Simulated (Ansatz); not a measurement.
# RhPb: the cost of one run

Computed with Ansatz 0.2.0 (DFT PBEsol, scalar-relativistic, plane waves, PAW, unless a step's input says otherwise).

### Step 1. The starting structure

Symmetry: P6/mmm, No. 191, hexagonal system. Conventional cell: a = 5.678 Å, b = 5.678 Å, c = 4.428 Å, α = 90.00°, β = 90.00°, γ = 120.00°. Rh (site symmetry mmm) is surrounded by 6 Pb at 2.75 to 2.84 Å and 4 Rh at 2.84 Å. Around Pb (site symmetry -6m2) lie 6 Rh at 2.75 Å. Around Pb (site symmetry 6/mmm) lie 6 Rh at 2.84 Å.

As a file:

```xyz
6
Lattice="5.6780 0.0000 0.0000 -2.8390 4.9173 0.0000 0.0000 0.0000 4.4280" Properties=species:S:1:pos:R:3 pbc="T T T"
Rh    2.8390    0.0000    0.0000
Rh    1.4195    2.4586    0.0000
Rh   -1.4195    2.4586    0.0000
Pb    0.0000    3.2782    2.2140
Pb    2.8390    1.6391    2.2140
Pb    0.0000    0.0000    0.0000
```

The structure comes from the Crystallography Open Database.

(A quick probe on a coarse mesh, which set the mesh and smearing, is not shown.)

### Step 3. Full relaxation

Contents of input.yaml:

```yaml
crystal:
  lattice:
    - [5.678, 0.0, 0.0]
    - [-2.839, 4.9172922427, 0.0]
    - [0.0, 0.0, 4.428]
  atoms:
    - { symbol: Rh, position: [0.5, 0.0, 0.0] }
    - { symbol: Rh, position: [0.5, 0.5, 0.0] }
    - { symbol: Rh, position: [0.0, 0.5, 0.0] }
    - { symbol: Pb, position: [0.3333333333, 0.6666666667, 0.5] }
    - { symbol: Pb, position: [0.6666666667, 0.3333333333, 0.5] }
    - { symbol: Pb, position: [0.0, 0.0, 0.0] }
basis:
  ecutwfc: 420
kpoints:
  mp_grid: { grid: [9, 9, 8] }
hamiltonian:
  xc: pbesol
scf:
  occupations: { method: gaussian, width: 0.1 }
output:
  forces: true
  stress: true
  eigenvalues: true
  write_density: true
  write_potential: true
  elf: true
  volumetric_format: npy
relax:
  adjacent_minimum: "off"
  f_tol: 0.005
  max_steps: 80
  cell: { stress_tol: 0.05 }
```

On the command line:

```sh
$ ansatz run input.yaml --threads 2 --pin off --max-ram 5120MiB --backend cpu --events-out ev --progress --plain --runs-dir out
```

What time and memory should one allow on 2 threads of Intel Xeon at 2.50GHz (Skylake/Cascade Lake), shared host?

About 1.9 min, with a peak of 0.66 GiB.
